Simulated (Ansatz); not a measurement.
CH₈Si₃, SMILES C[SiH]1[SiH2][SiH2]1, a geometry optimisation

Run with Ansatz 0.2.0, Python API.

`opt_ch8si3.py`
```python
# -*- coding: utf-8 -*-
"""Minimum-energy structure of CH8Si3."""

import itertools
import warnings

import ansatz as az
from ase import Atoms
from ase.data import atomic_numbers, covalent_radii
import numpy as np

warnings.simplefilter("ignore", az.DeckWarning)

atoms = Atoms(["C", "Si", "Si", "Si", "H", "H", "H", "H", "H", "H", "H", "H"], positions=[
    (-0.9229, 1.3647, -0.8164),
    (-0.7188, 0.1335, 0.4423),
    (1.4017, -0.2306, 0.9958),
    (0.3999, -1.7205, -0.2717),
    (-1.9001, 1.2352, -1.3981),
    (-1.0394, 2.4249, -0.3873),
    (-0.1372, 1.4446, -1.5635),
    (-1.7011, -0.0011, 1.5069),
    (1.6776, -0.5936, 2.4717),
    (2.4324, 0.6308, 0.3381),
    (0.657, -1.7539, -1.6961),
    (-0.0721, -2.989, 0.4123),
])
mol = az.Crystal.molecule_from_ase(atoms)

base = (
    mol.calculation()
    .basis(gaussian="def2-SVP")
    .functional("pbe0")
)
symbols = [site.symbol for site in mol.cartesian_sites]
start = np.array([site.position_ang for site in mol.cartesian_sites], dtype=float)
def progress(event):
    if event["event"] == "relax_step":
        row = event["data"]
        print(f"step {row['step']:3d}  E = {row['lagrangian_ev']:.6f} eV  largest force component {row['allowed_force_max_ev_ang']:.4f} eV/A")


r = base.relax(force_tolerance=0.01, max_steps=100).session().plan().execute(on_event=progress).report
end = np.array(r["positions_ang"])

for key in ("converged", "free_energy_ev", "reference_energy_ev", "n_frozen", "n_occupied", "n_virtual"):
    print(f"{key:22s} {r[key]}")

# pairs closer than 1.2 times the sum of covalent radii, before or after
radius = [covalent_radii[atomic_numbers[s]] for s in symbols]
span = lambda where, i, j: np.linalg.norm(where[i] - where[j])
bonded = [(i, j) for i, j in itertools.combinations(range(len(symbols)), 2) if min(span(start, i, j), span(end, i, j)) < 1.2 * (radius[i] + radius[j])]
print("pair        before    after (A)")
for i, j in bonded:
    print(f"{symbols[i]}{i}-{symbols[j]}{j}".ljust(10), f"{span(start, i, j):8.4f} {span(end, i, j):8.4f}")
for first, second in list(itertools.combinations(bonded, 2)):
    shared = set(first) & set(second)
    if shared and symbols[(j := shared.pop())] != "H":
        i, k = sorted((set(first) | set(second)) - {j})
        u, v = end[i] - end[j], end[k] - end[j]
        angle = np.degrees(np.arccos(np.clip(u @ v / np.linalg.norm(u) / np.linalg.norm(v), -1, 1)))
        print(f"final angle {symbols[i]}{i}-{symbols[j]}{j}-{symbols[k]}{k}: {angle:.2f} deg")
with open("ch8si3_opt.xyz", "w") as handle:
    handle.write(f"{len(symbols)}\nrelaxed CH8Si3\n")
    handle.writelines(f"{s:2s} {x:11.6f} {y:11.6f} {z:11.6f}\n" for s, (x, y, z) in zip(symbols, end))
```

```console
$ python opt_ch8si3.py
step   1  E = -24779.248179 eV  largest force component 3.3980 eV/A
step   2  E = -24779.760338 eV  largest force component 1.3882 eV/A
step   3  E = -24779.837006 eV  largest force component 0.1420 eV/A
step   4  E = -24779.840060 eV  largest force component 0.0478 eV/A
step   5  E = -24779.841089 eV  largest force component 0.0366 eV/A
step   6  E = -24779.842241 eV  largest force component 0.0404 eV/A
step   7  E = -24779.843028 eV  largest force component 0.0245 eV/A
step   8  E = -24779.768880 eV  largest force component 0.7754 eV/A
step   9  E = -24779.843364 eV  largest force component 0.0054 eV/A
converged              True
free_energy_ev         -24779.843395051386
reference_energy_ev    -24779.843395051386
n_frozen               0
n_occupied             [28, 28]
n_virtual              [80, 80]
pair        before    after (A)
C0-Si1       1.7725   1.8824
C0-H4        1.1446   1.1006
C0-H5        1.1497   1.1006
C0-H6        1.0871   1.0998
Si1-Si2      2.2216   2.3389
Si1-Si3      2.2800   2.3387
Si1-H7       1.4548   1.4950
Si2-Si3      2.1977   2.3442
Si2-H8       1.5447   1.4919
Si2-H9       1.4956   1.4932
Si3-H10      1.4478   1.4932
Si3-H11      1.5165   1.4919
final angle Si1-C0-H4: 110.50 deg
final angle Si1-C0-H5: 110.57 deg
final angle Si1-C0-H6: 110.32 deg
final angle C0-Si1-Si2: 122.27 deg
final angle C0-Si1-Si3: 122.17 deg
final angle C0-Si1-H7: 114.22 deg
final angle H4-C0-H5: 108.66 deg
final angle H4-C0-H6: 108.36 deg
final angle H5-C0-H6: 108.37 deg
final angle Si2-Si1-Si3: 60.15 deg
final angle Si2-Si1-H7: 113.75 deg
final angle Si1-Si2-Si3: 59.92 deg
final angle Si1-Si2-H8: 119.75 deg
final angle Si1-Si2-H9: 118.50 deg
final angle Si3-Si1-H7: 113.77 deg
final angle Si1-Si3-Si2: 59.93 deg
final angle Si1-Si3-H10: 118.42 deg
final angle Si1-Si3-H11: 119.79 deg
final angle Si3-Si2-H8: 120.14 deg
final angle Si3-Si2-H9: 116.06 deg
final angle Si2-Si3-H10: 116.01 deg
final angle Si2-Si3-H11: 120.19 deg
final angle H8-Si2-H9: 112.85 deg
final angle H10-Si3-H11: 112.88 deg
```

`ch8si3_opt.xyz`, as written:
```text
12
relaxed CH8Si3
C    -1.077259    1.533156   -0.877679
Si   -0.680440    0.183984    0.373648
Si    1.503748   -0.256144    1.084874
Si    0.362935   -1.816715   -0.241242
H    -2.027135    1.316574   -1.389697
H    -1.161107    2.510625   -0.378849
H    -0.282270    1.597535   -1.634933
H    -1.707394    0.022637    1.447995
H     1.769324   -0.547567    2.523754
H     2.628488    0.469428    0.423001
H     0.848822   -1.962307   -1.645606
H    -0.100712   -3.106206    0.348735
```

Reading the output:
- Total energies depend on the basis set; only differences at equal settings carry meaning.
- The end point is the stationary point reached from this start; no frequency run checks that it is a minimum, and the basis set is modest.
- The whole script took 40 s on 1 thread of Arm Neoverse V2, with other jobs on the host, peak memory 0.31 GiB.
